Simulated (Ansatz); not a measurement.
# CH7BFNSn: two geometries relaxed

Are the two ends of the inversion of the pyramid at N4 separate minima, and which lies lower? Each is relaxed from a guess. SMILES of the start: [CH3][SnH2][B](N)F.

Method: RKS PBE0-D4/def2-mTZVP, in Ansatz 0.2.0.

## Step 1: Starting point

Bond lengths: C1–Sn2 2.075 Å, Sn2–B3 2.196 Å, B3–N4 1.616 Å, B3–F5 1.431 Å, C1–H6 1.151 Å, C1–H7 1.101 Å, C1–H8 1.130 Å, Sn2–H9 1.707 Å, Sn2–H10 1.765 Å, N4–H11 1.083 Å, N4–H12 1.015 Å. Angles (14 of 18 angles, heavy atoms first): C1–Sn2–B3 108.7°, Sn2–B3–N4 121.3°, Sn2–B3–F5 121.7°, N4–B3–F5 117.0°, C1–Sn2–H9 110.2°, C1–Sn2–H10 109.5°, B3–Sn2–H9 109.1°, B3–Sn2–H10 109.2°, Sn2–C1–H6 112.5°, Sn2–C1–H7 112.3°, Sn2–C1–H8 111.5°, B3–N4–H11 101.2°, B3–N4–H12 104.4°, H9–Sn2–H10 110.2°.

Coordinates:

```xyz
12

C    -2.0988    0.4158   -0.5204
Sn   -0.3963   -0.7173   -0.1693
B     1.2459    0.6322    0.3814
N     2.7237    0.0654    0.7061
F     1.0645    2.0497    0.4458
H    -1.9480    1.1912   -1.3582
H    -2.9603   -0.2044   -0.8108
H    -2.3739    1.0387    0.3808
H     0.0371   -1.5791   -1.5773
H    -0.6988   -1.8377    1.1605
H     2.5108   -0.6300    1.5087
H     2.9711   -0.4797   -0.1133
```

## Step 2: End point A

Input file input.yaml:

```yaml
crystal:
  periodic: [false, false, false]
  atoms:
    - { symbol: C, position_ang: [-2.0988, 0.4158, -0.5204] }
    - { symbol: Sn, position_ang: [-0.3963, -0.7173, -0.1693] }
    - { symbol: B, position_ang: [1.2459, 0.6322, 0.3814] }
    - { symbol: "N", position_ang: [2.7237, 0.0654, 0.7061] }
    - { symbol: F, position_ang: [1.0645, 2.0497, 0.4458] }
    - { symbol: H, position_ang: [-1.948, 1.1912, -1.3582] }
    - { symbol: H, position_ang: [-2.9603, -0.2044, -0.8108] }
    - { symbol: H, position_ang: [-2.3739, 1.0387, 0.3808] }
    - { symbol: H, position_ang: [0.0371, -1.5791, -1.5773] }
    - { symbol: H, position_ang: [-0.6988, -1.8377, 1.1605] }
    - { symbol: H, position_ang: [2.5108, -0.63, 1.5087] }
    - { symbol: H, position_ang: [2.9711, -0.4797, -0.1133] }
basis:
  gaussian: { orbitals: def2-mTZVP }
hamiltonian:
  xc: pbe0
  dispersion: d4
relax:
  f_tol: 0.015
  max_steps: 40
```

The run is started by

```console
$ ansatz run input.yaml --threads 2 --pin off --max-ram 3072MiB --backend cpu --events-out ev --progress --plain --runs-dir out
```

Output, cut to the lines that bear on the results:

```text
Warning: RAYON_NUM_THREADS=2 ignored (pool sized by the plan → 2); use --threads N
[...]
Functional definition: PBE0
[...]
1453 factors; integrals over basis functions are off by at most 6.6e-4 eV
[...]
mean field -11861.74888965 eV, -435.9112315123 hartree, gradient 5.3e-5 eV, S^2 0.000000; 0 other end points of the search recorded, 0 dependent functions left out
[...]
reference -11861.74893263 eV, -435.9112330920 hartree; 28, 28 occupied and 105, 105 virtual orbitals, 1453 factors
relax step   1: F+E_penalty+E_count = -11861.94593477 eV  Δ(F+E_penalty+E_count) = +0.000e0 eV  max|allowed force component| = 3.764e0 eV/Å  Δτ_max = 0.0000 Å  (27 SCF iters, accepted)
[...]
relax step   6: F+E_penalty+E_count = -11863.18084417 eV  Δ(F+E_penalty+E_count) = -1.827e-1 eV  max|allowed force component| = 1.436e0 eV/Å  Δτ_max = 0.1950 Å  (28 SCF iters, accepted)
[...]
relax step  11: F+E_penalty+E_count = -11863.77445880 eV  Δ(F+E_penalty+E_count) = -3.444e-2 eV  max|allowed force component| = 6.146e-1 eV/Å  Δτ_max = 0.2000 Å  (27 SCF iters, accepted)
[...]
relax step  16: F+E_penalty+E_count = -11863.80068804 eV  Δ(F+E_penalty+E_count) = -9.280e-4 eV  max|allowed force component| = 1.745e-1 eV/Å  Δτ_max = 0.0837 Å  (29 SCF iters, accepted)
[...]
relax step  19: F+E_penalty+E_count = -11863.80410823 eV  Δ(F+E_penalty+E_count) = +1.672e-4 eV  max|allowed force component| = 2.532e-1 eV/Å  Δτ_max = 0.1402 Å  (29 SCF iters, rejected (line search))
relax step  20: F+E_penalty+E_count = -11863.80604747 eV  Δ(F+E_penalty+E_count) = -1.772e-3 eV  max|allowed force component| = 1.110e-1 eV/Å  Δτ_max = 0.0684 Å  (30 SCF iters, accepted)
```

## Step 3: The log goes on: end point A relaxed

Output, continued, cut to the lines that bear on the results:

```text
relax step  21: F+E_penalty+E_count = -11863.80666745 eV  Δ(F+E_penalty+E_count) = -6.200e-4 eV  max|allowed force component| = 1.663e-1 eV/Å  Δτ_max = 0.0806 Å  (30 SCF iters, accepted)
[...]
relax step  23: F+E_penalty+E_count = -11863.80852245 eV  Δ(F+E_penalty+E_count) = -1.108e-3 eV  max|allowed force component| = 8.058e-2 eV/Å  Δτ_max = 0.0319 Å  (31 SCF iters, accepted)
[...]
relax step  25: F+E_penalty+E_count = -11863.80937733 eV  Δ(F+E_penalty+E_count) = -8.332e-4 eV  max|allowed force component| = 3.337e-2 eV/Å  Δτ_max = 0.0444 Å  (30 SCF iters, accepted)
[...]
relax step  27: F+E_penalty+E_count = -11863.80972111 eV  Δ(F+E_penalty+E_count) = -1.478e-4 eV  max|allowed force component| = 6.821e-2 eV/Å  Δτ_max = 0.0279 Å  (31 SCF iters, accepted)
[...]
Atom 2 at     1.248227     0.320626     0.829618 Å, force     0.000880     0.000606     0.007334 eV/Å
Atom 3 at     2.547250     0.097638     0.386949 Å, force    -0.004497     0.002488     0.002813 eV/Å
Atom 4 at     1.058808     1.249818     1.782403 Å, force     0.003677    -0.006098    -0.009163 eV/Å
Atom 5 at    -1.703266     1.114313    -1.550073 Å, force     0.000812     0.000314     0.000169 eV/Å
Atom 6 at    -2.932425    -0.068034    -1.073428 Å, force    -0.000037     0.000913    -0.000201 eV/Å
Atom 7 at    -2.404846     1.173758     0.073564 Å, force    -0.000654     0.001030     0.001023 eV/Å
Atom 8 at    -0.026780    -1.819646    -1.304168 Å, force    -0.000379     0.000605     0.001277 eV/Å
Atom 9 at    -1.225693    -1.845502     1.180031 Å, force     0.000098     0.000839    -0.000302 eV/Å
Atom 10 at     3.343993     0.598240     0.757499 Å, force    -0.000286     0.001171     0.000567 eV/Å
Atom 11 at     2.780172    -0.577830    -0.322040 Å, force     0.000082    -0.000413    -0.001154 eV/Å
Dipole moment:     0.422248     0.008886    -0.217392 e Å
```

Run time: 2.3 min. Hardware: 2 threads of Arm Neoverse V2, shared host; peak memory 0.37 GiB.

Step by step, one in 2:

| step | energy from step 1 (eV) | largest force component (eV/Å) |
| --- | --- | --- |
| 1 | 0.0000 | 3.7644 |
| 3 | -0.8097 | 0.8776 |
| 5 | -1.0522 | 0.8941 |
| 7 | -1.4702 | 1.3567 |
| 9 | -1.7625 | 0.6712 |
| 11 | -1.8285 | 0.6146 |
| 13 | -1.8487 | 0.1282 |
| 15 | -1.8538 | 0.1047 |
| 17 | -1.8562 | 0.1458 |
| 19x | -1.8582 | 0.2532 |
| 21 | -1.8607 | 0.1663 |
| 23 | -1.8626 | 0.0806 |
| 25 | -1.8634 | 0.0334 |
| 27 | -1.8638 | 0.0682 |
| 29 | -1.8640 | 0.0172 |
| 31 | -1.8640 | 0.0092 |

Step 1 is the start. 1 step was tried and not accepted (marked x).

After: Bond lengths: C1–Sn2 2.151 Å, Sn2–B3 2.266 Å, B3–N4 1.390 Å, B3–F5 1.344 Å, C1–H6 1.090 Å, C1–H7 1.090 Å, C1–H8 1.090 Å, Sn2–H9 1.726 Å, Sn2–H10 1.720 Å, N4–H11 1.011 Å, N4–H12 1.007 Å. Angles (14 of 18 angles, heavy atoms first): C1–Sn2–B3 112.5°, Sn2–B3–N4 122.5°, Sn2–B3–F5 119.5°, N4–B3–F5 117.9°, C1–Sn2–H9 108.4°, C1–Sn2–H10 108.1°, B3–Sn2–H9 109.8°, B3–Sn2–H10 111.4°, Sn2–C1–H6 110.5°, Sn2–C1–H7 110.4°, Sn2–C1–H8 110.2°, B3–N4–H11 122.7°, B3–N4–H12 123.2°, H9–Sn2–H10 106.4°.

## Step 4: End point B

The second end starts from a geometry with the move made by hand.

input.yaml: that of step 2 with these lines changed.

```diff
@@ -13,4 +13,4 @@
     - { symbol: H, position_ang: [-0.6988, -1.8377, 1.1605] }
-    - { symbol: H, position_ang: [2.5108, -0.63, 1.5087] }
-    - { symbol: H, position_ang: [2.9711, -0.4797, -0.1133] }
+    - { symbol: H, position_ang: [2.94794, 0.58044, 1.63212] }
+    - { symbol: H, position_ang: [3.31255, 0.46577, -0.01689] }
 basis:
```

The run is started by

```console
$ ansatz run input.yaml --threads 2 --pin off --max-ram 3072MiB --backend cpu --events-out ev --progress --plain --runs-dir out
```

Output, cut to the lines that bear on the results:

```text
Warning: RAYON_NUM_THREADS=2 ignored (pool sized by the plan → 2); use --threads N
[...]
[... 1 set-up line as earlier in the session ...]
[...]
1453 factors; integrals over basis functions are off by at most 6.4e-4 eV
[...]
mean field -11861.82901112 eV, -435.9141759222 hartree, gradient 4.4e-5 eV, S^2 0.000000; 0 other end points of the search recorded, 0 dependent functions left out
[...]
reference -11861.82905370 eV, -435.9141774870 hartree; 28, 28 occupied and 105, 105 virtual orbitals, 1453 factors
relax step   1: F+E_penalty+E_count = -11862.02360852 eV  Δ(F+E_penalty+E_count) = +0.000e0 eV  max|allowed force component| = 3.373e0 eV/Å  Δτ_max = 0.0000 Å  (27 SCF iters, accepted)
[...]
relax step   4: F+E_penalty+E_count = -11863.17585223 eV  Δ(F+E_penalty+E_count) = -2.209e-1 eV  max|allowed force component| = 1.251e0 eV/Å  Δτ_max = 0.2000 Å  (28 SCF iters, accepted)
[...]
relax step   7: F+E_penalty+E_count = -11863.74139114 eV  Δ(F+E_penalty+E_count) = -1.028e-1 eV  max|allowed force component| = 5.156e-1 eV/Å  Δτ_max = 0.1995 Å  (29 SCF iters, accepted)
[...]
relax step  10: F+E_penalty+E_count = -11863.80368555 eV  Δ(F+E_penalty+E_count) = -2.130e-3 eV  max|allowed force component| = 2.668e-1 eV/Å  Δτ_max = 0.0875 Å  (30 SCF iters, accepted)
[...]
relax step  11: F+E_penalty+E_count = -11863.80656982 eV  Δ(F+E_penalty+E_count) = -2.884e-3 eV  max|allowed force component| = 1.451e-1 eV/Å  Δτ_max = 0.0245 Å  (30 SCF iters, accepted)
[...]
relax step  12: F+E_penalty+E_count = -11863.80830921 eV  Δ(F+E_penalty+E_count) = -1.739e-3 eV  max|allowed force component| = 3.790e-2 eV/Å  Δτ_max = 0.0569 Å  (29 SCF iters, accepted)
[...]
1453 factors; integrals over basis functions are off by at most 6.1e-4 eV
```

## Step 5: More of the same log: end point B relaxed

The log, continued, cut to the lines that bear on the results:

```text
[...]
mean field -11863.61550540 eV, -435.9798283759 hartree, gradient 9.7e-6 eV, S^2 0.000000; 0 other end points of the search recorded, 0 dependent functions left out
[...]
reference -11863.61554817 eV, -435.9798299478 hartree; 28, 28 occupied and 105, 105 virtual orbitals, 1453 factors
relax step  13: F+E_penalty+E_count = -11863.80905614 eV  Δ(F+E_penalty+E_count) = -7.469e-4 eV  max|allowed force component| = 5.629e-2 eV/Å  Δτ_max = 0.0644 Å  (30 SCF iters, accepted)
[...]
relax step  18: F+E_penalty+E_count = -11863.80991682 eV  Δ(F+E_penalty+E_count) = -8.948e-5 eV  max|allowed force component| = 1.587e-2 eV/Å  Δτ_max = 0.0104 Å  (22 SCF iters, accepted)
[...]
relax step  19: F+E_penalty+E_count = -11863.80993333 eV  Δ(F+E_penalty+E_count) = -1.650e-5 eV  max|allowed force component| = 9.806e-3 eV/Å  Δτ_max = 0.0017 Å  (20 SCF iters, accepted)
[...]
Atom 2 at     1.275303     0.629164     0.841309 Å, force     0.009806     0.006221     0.001244 eV/Å
Atom 3 at     2.591351     0.542074     0.400877 Å, force    -0.006629    -0.007007    -0.004743 eV/Å
Atom 4 at     0.989151     1.536523     1.790910 Å, force     0.000993    -0.006183    -0.004518 eV/Å
Atom 5 at    -1.757703     1.124997    -1.506792 Å, force    -0.001868    -0.002425     0.002975 eV/Å
Atom 6 at    -2.845562    -0.197516    -1.054760 Å, force     0.005260     0.003105     0.001942 eV/Å
Atom 7 at    -2.463266     1.075446     0.115588 Å, force     0.002484    -0.001494    -0.002123 eV/Å
Atom 8 at     0.225575    -1.620937    -1.302807 Å, force     0.001195    -0.000585     0.001091 eV/Å
Atom 9 at    -0.947244    -1.794366     1.187950 Å, force     0.001132     0.000503    -0.000980 eV/Å
Atom 10 at     3.330705     1.124217     0.771088 Å, force     0.000159     0.003447     0.003067 eV/Å
Atom 11 at     2.895184    -0.106368    -0.306748 Å, force    -0.005012     0.003332     0.004569 eV/Å
Dipole moment:     0.418917     0.052277    -0.215339 e Å
```

It took 86 s on 2 threads of Arm Neoverse V2, shared host; peak memory 0.37 GiB.

Relaxation path:

| step | energy from step 1 (eV) | largest force component (eV/Å) |
| --- | --- | --- |
| 1 | 0.0000 | 3.3728 |
| 2 | -0.6417 | 1.6697 |
| 3 | -0.9314 | 1.0070 |
| 4 | -1.1522 | 1.2506 |
| 5 | -1.3978 | 1.5515 |
| 6 | -1.6150 | 1.1427 |
| 7 | -1.7178 | 0.5156 |
| 8 | -1.7429 | 0.5429 |
| 9 | -1.7779 | 0.1536 |
| 10 | -1.7801 | 0.2668 |
| 11 | -1.7830 | 0.1451 |
| 12 | -1.7847 | 0.0379 |
| 13 | -1.7854 | 0.0563 |
| 14 | -1.7857 | 0.0341 |
| 15 | -1.7859 | 0.0529 |
| 16 | -1.7861 | 0.0420 |
| 17 | -1.7862 | 0.0226 |
| 18 | -1.7863 | 0.0159 |
| 19 | -1.7863 | 0.0098 |

Step 1 is the start.

After: Bond lengths: C1–Sn2 2.150 Å, Sn2–B3 2.266 Å, B3–N4 1.391 Å, B3–F5 1.344 Å, C1–H6 1.090 Å, C1–H7 1.090 Å, C1–H8 1.090 Å, Sn2–H9 1.726 Å, Sn2–H10 1.720 Å, N4–H11 1.011 Å, N4–H12 1.007 Å. Angles (14 of 18 angles, heavy atoms first): C1–Sn2–B3 112.6°, Sn2–B3–N4 122.6°, Sn2–B3–F5 119.5°, N4–B3–F5 117.9°, C1–Sn2–H9 108.4°, C1–Sn2–H10 108.1°, B3–Sn2–H9 109.8°, B3–Sn2–H10 111.4°, Sn2–C1–H6 110.5°, Sn2–C1–H7 110.4°, Sn2–C1–H8 110.2°, B3–N4–H11 122.7°, B3–N4–H12 123.3°, H9–Sn2–H10 106.4°.

## Step 6: Outcome

| quantity | value |
| --- | --- |
| end A | 29 moves, 1.864 eV lower |
| end B | 18 moves, 1.786 eV lower |
| largest difference between the ends | 0.02 Å |
| end B relative to end A | +0.000 eV |

What this shows: The two relaxations end at one structure, within 0.02 Å: no second minimum was found from this start, which doesn't rule one out.
